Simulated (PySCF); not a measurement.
# C₅H₁₂Si: NMR shifts at several levels of theory, part 2 of 2

PySCF 2.14.0. Atoms count from 0. The steps go on from the part before.

## 7. Shielding tensors: wB97X-D/pcSseg-1

The job: settings as JSON, then the geometry in Å.

```
{"job": {"kind": "nmr", "xc": "wB97X-D", "basis": "pcSseg-1", "pop": false}, "charge": 0, "multiplicity": 1}
C      2.489812    -0.485287     0.460313
C      1.416125     0.232848     0.810548
Si    -0.276843     0.105412     0.006289
C     -0.752658     1.791855    -0.685335
C     -1.536657    -0.400665     1.312188
C     -0.228825    -1.172147    -1.373152
H      3.457933    -0.376730     0.963079
H      2.453813    -1.221257    -0.351381
H      1.539492     0.949786     1.635756
H     -1.750180     1.761952    -1.152354
H     -0.030355     2.124270    -1.447346
H     -0.776333     2.553187     0.110510
H     -1.558223     0.324981     2.140857
H     -2.550567    -0.449752     0.883322
H     -1.296899    -1.388579     1.735299
H      0.501907    -0.897542    -2.150206
H      0.040326    -2.168428    -0.988411
H     -1.215687    -1.254343    -1.855545
```

Method: GIAO wB97X-D/pcSseg-1 NMR shielding, non-relativistic, gas phase.

The log of the run:

```text
coarse grid: 14496 points
cycle   1  E = -487.0805718656  dE =  3.121e-01  |g| = 3.736e-01  |ddm| = 3.533e+00
cycle   2  E = -487.1027521120  dE = -2.218e-02  |g| = 2.606e-01  |ddm| = 4.851e-01
cycle   3  E = -487.1193691336  dE = -1.662e-02  |g| = 2.778e-02  |ddm| = 1.978e-01
cycle   4  E = -487.1195307080  dE = -1.616e-04  |g| = 2.090e-02  |ddm| = 4.795e-02
cycle   5  E = -487.1196384561  dE = -1.077e-04  |g| = 1.502e-03  |ddm| = 1.680e-02
cycle   6  E = -487.1196393310  dE = -8.750e-07  |g| = 8.417e-04  |ddm| = 3.617e-03
final grid: 132432 points
cycle   7  E = -487.1610814321  dE = -1.976e-04  |g| = 4.242e-03  |ddm| = 3.860e-02
cycle   8  E = -487.1610853355  dE = -3.903e-06  |g| = 2.466e-03  |ddm| = 7.625e-03
cycle   9  E = -487.1610866529  dE = -1.317e-06  |g| = 5.594e-04  |ddm| = 2.093e-03
cycle  10  E = -487.1610867578  dE = -1.049e-07  |g| = 1.796e-04  |ddm| = 9.974e-04
cycle  11  E = -487.1610867649  dE = -7.114e-09  |g| = 6.270e-05  |ddm| = 2.366e-04
cycle  12  E = -487.1610867660  dE = -1.134e-09  |g| = 1.874e-05  |ddm| = 7.603e-05
cycle  13  E = -487.1610867661  dE = -1.191e-10  |g| = 2.676e-06  |ddm| = 3.716e-05
converged SCF energy = -487.1610867661

GIAO shielding tensors (ppm)
atom      isotropic    diamagn.    paramagn.     s11        s22        s33       span
  0 C       43.078     254.621    -211.542    -85.587     51.436    163.386    248.972
  1 C       35.399     264.054    -228.655    -91.311     25.623    171.883    263.194
  2 Si     358.790     882.431    -523.641    349.373    352.217    374.781     25.409
  3 C      184.855     255.579     -70.724    181.812    183.853    188.902      7.090
  4 C      184.764     255.570     -70.806    181.616    183.824    188.853      7.238
  5 C      188.464     256.694     -68.231    184.207    189.814    191.369      7.162
  6 H       25.234      28.692      -3.458     22.224     24.368     29.112      6.888
  7 H       25.448      32.781      -7.333     21.908     24.019     30.417      8.509
  8 H       25.062      32.293      -7.231     22.255     24.877     28.055      5.800
  9 H       31.349      31.096       0.253     27.306     28.834     37.907     10.602
 10 H       31.363      31.510      -0.147     27.117     28.936     38.035     10.918
 11 H       31.228      31.273      -0.045     27.008     28.654     38.022     11.014
 12 H       31.231      31.279      -0.048     27.013     28.658     38.022     11.009
 13 H       31.349      31.096       0.253     27.321     28.836     37.889     10.568
 14 H       31.367      31.509      -0.142     27.112     28.949     38.039     10.927
 15 H       31.221      32.418      -1.197     27.432     28.235     37.997     10.565
 16 H       31.219      32.426      -1.208     27.432     28.241     37.983     10.551
 17 H       31.321      31.501      -0.180     27.158     28.955     37.851     10.693
```

Run time: 44 s. Hardware: 1 thread of Arm Neoverse N1, shared host; peak memory 0.81 GiB.

In short: δ C1 149.1, C0 141.5, C3 -1.5, Si2 -5.9, H8 6.32, H6 6.15 ppm (means over like atoms).

## 8. Shielding tensors: LC-wPBE/pcSseg-1

The job, as its differences from that of step 7:

```diff
@@ -1,2 +1,2 @@
-{"job": {"kind": "nmr", "xc": "wB97X-D", "basis": "pcSseg-1", "pop": false}, "charge": 0, "multiplicity": 1}
+{"job": {"kind": "nmr", "xc": "LC-wPBE", "basis": "pcSseg-1", "pop": false}, "charge": 0, "multiplicity": 1}
 C      2.489812    -0.485287     0.460313
```

Level: GIAO LC-wPBE/pcSseg-1 NMR shielding, non-relativistic, gas phase.

The log of the run:

```text
coarse grid: 14496 points
cycle   1  E = -486.9347782454  dE =  3.978e-01  |g| = 3.258e-01  |ddm| = 3.507e+00
cycle   2  E = -486.9602062634  dE = -2.543e-02  |g| = 1.733e-01  |ddm| = 4.167e-01
cycle   3  E = -486.9672091332  dE = -7.003e-03  |g| = 3.767e-02  |ddm| = 1.489e-01
cycle   4  E = -486.9676161914  dE = -4.071e-04  |g| = 1.651e-02  |ddm| = 6.082e-02
cycle   5  E = -486.9676800524  dE = -6.386e-05  |g| = 1.821e-03  |ddm| = 1.396e-02
cycle   6  E = -486.9676815638  dE = -1.511e-06  |g| = 6.820e-04  |ddm| = 4.816e-03
final grid: 132432 points
cycle   7  E = -487.0145439455  dE = -4.540e-05  |g| = 5.695e-03  |ddm| = 2.257e-02
cycle   8  E = -487.0145476583  dE = -3.713e-06  |g| = 3.546e-03  |ddm| = 5.312e-03
cycle   9  E = -487.0145500793  dE = -2.421e-06  |g| = 2.209e-04  |ddm| = 2.117e-03
cycle  10  E = -487.0145500961  dE = -1.687e-08  |g| = 1.250e-04  |ddm| = 4.444e-04
cycle  11  E = -487.0145500999  dE = -3.744e-09  |g| = 3.065e-05  |ddm| = 1.444e-04
cycle  12  E = -487.0145501002  dE = -3.139e-10  |g| = 1.233e-05  |ddm| = 4.683e-05
converged SCF energy = -487.0145501002

GIAO shielding tensors (ppm)
atom      isotropic    diamagn.    paramagn.     s11        s22        s33       span
  0 C       42.581     254.317    -211.736    -92.837     51.354    169.225    262.062
  1 C       35.735     264.423    -228.688    -96.414     25.641    177.976    274.390
  2 Si     363.856     882.332    -518.476    354.679    356.287    380.604     25.925
  3 C      189.006     255.799     -66.793    186.500    188.082    192.437      5.938
  4 C      188.923     255.790     -66.867    186.316    188.056    192.397      6.080
  5 C      192.193     256.999     -64.806    188.386    193.259    194.934      6.548
  6 H       25.074      28.643      -3.569     21.955     24.228     29.040      7.086
  7 H       25.292      32.567      -7.275     21.554     23.875     30.448      8.893
  8 H       24.919      32.277      -7.358     22.083     24.661     28.014      5.931
  9 H       31.297      31.008       0.290     27.095     28.699     38.097     11.002
 10 H       31.305      31.405      -0.101     26.889     28.797     38.227     11.338
 11 H       31.174      31.178      -0.004     26.783     28.500     38.240     11.457
 12 H       31.177      31.184      -0.007     26.787     28.504     38.241     11.454
 13 H       31.297      31.006       0.291     27.111     28.702     38.079     10.968
 14 H       31.309      31.407      -0.098     26.884     28.810     38.232     11.348
 15 H       31.163      32.333      -1.170     27.241     28.071     38.177     10.936
 16 H       31.160      32.341      -1.181     27.240     28.077     38.163     10.923
 17 H       31.251      31.421      -0.170     26.907     28.806     38.041     11.134
```

Run time: 56 s. Hardware: 1 thread of Arm Neoverse N1, shared host; peak memory 0.84 GiB.

This run: δ C1 152.8, C0 146.0, C3 -1.5, Si2 -5.4, H8 6.41, H6 6.25 ppm (means over like atoms).

## 9. Side by side: NMR shifts

Shifts (ppm) of some atoms, chosen among heavy atoms and hydrogens apart, means over like atoms, with basis size and wall time:

```
               run     C1     C0    C3    H8    H6    H7   Si2  functions  time
     WP04/pcSseg-1  146.0  137.7  -1.1  5.89  5.77  5.55  -6.9        169  35 s
    B97-2/pcSseg-1  145.1  136.9  -1.5  6.28  6.11  5.86  -6.4        169  32 s
BHandHLYP/pcSseg-1  150.4  141.4  -1.4  6.22  6.05  5.83  -6.1        169  32 s
CAM-B3LYP/pcSseg-1  152.9  142.5  -1.6  6.30  6.08  5.87  -6.2        169  44 s
  wB97X-D/pcSseg-1  149.1  141.5  -1.5  6.32  6.15  5.93  -5.9        169  44 s
  LC-wPBE/pcSseg-1  152.8  146.0  -1.5  6.41  6.25  6.03  -5.4        169  56 s
          measured      –      –     –  6.11  5.88  5.63     –          –     –
```

Measured: solution, not stated per compound (mostly CDCl3 or CCl4); Pretsch, Buehlmann, Badertscher, Structure Determination of Organic Compounds, 4th ed. (2009).

## 10. Outcome

The summary covers parts 1 to 2.

| quantity | value |
| --- | --- |
| point group | Cs |
| rotational constants (main isotopes) | 3.09, 1.95, 1.92 GHz |
| ¹³C shifts against TMS (WP04/pcSseg-1, means over atoms taken as alike) | 146.0, 137.7, -1.1 ppm |
| ¹H shifts against TMS (WP04/pcSseg-1, means over atoms taken as alike) | 5.89, 5.77, 5.55, 0.09 ppm |
| ²⁹Si shifts against TMS (WP04/pcSseg-1) | -6.9 ppm |
| measured, and computed on the same scale | H8 δ 6.11, 5.89; H6 δ 5.88, 5.77; H7 δ 5.63, 5.55 ppm |
| range of the shift of C0 | 136.9 to 146.0 ppm |

**Reading.** Single values in the summary come from the first run of each kind that ended normally (WP04/pcSseg-1), which need not be the best level. The start was shaken at random, so part of the energy gained undoes that. The optimisation took 15 steps and gained 1.088 eV; among the close pairs (by a distance rule), C3–H10 changed most, from 0.980 to 1.101 Å. No frequency check was run at this level, so the end point may be a saddle. C1 (alkene CH) lies farthest downfield among carbon, at 146.0 ppm; the olefinic region. The most deshielded hydrogen is H8 (hydrogen on an alkene CH), at 5.89 ppm: a vinylic proton, deshielded by the sp2 carbon and the C=C anisotropy. At WP04/pcSseg-1: The largest span, 258 ppm, is at C1, where the paramagnetic term is -238 ppm. Against the measured ¹H shifts the unscaled results are off by 0.14 ppm on average (signed mean -0.14, 3 signals). Vibration, temperature and solvent are missing from the calculation, and it holds one conformer, so part of the miss against the measured shifts is not the functional's. In ppm, C0 moves most: its shift spreads over 9.1 ppm, from 136.9 (B97-2/pcSseg-1) to 146.0 (LC-wPBE/pcSseg-1). Part of that comes from the computed reference. One molecule ranks no method: errors cancel, and vibration and temperature are missing from all runs.
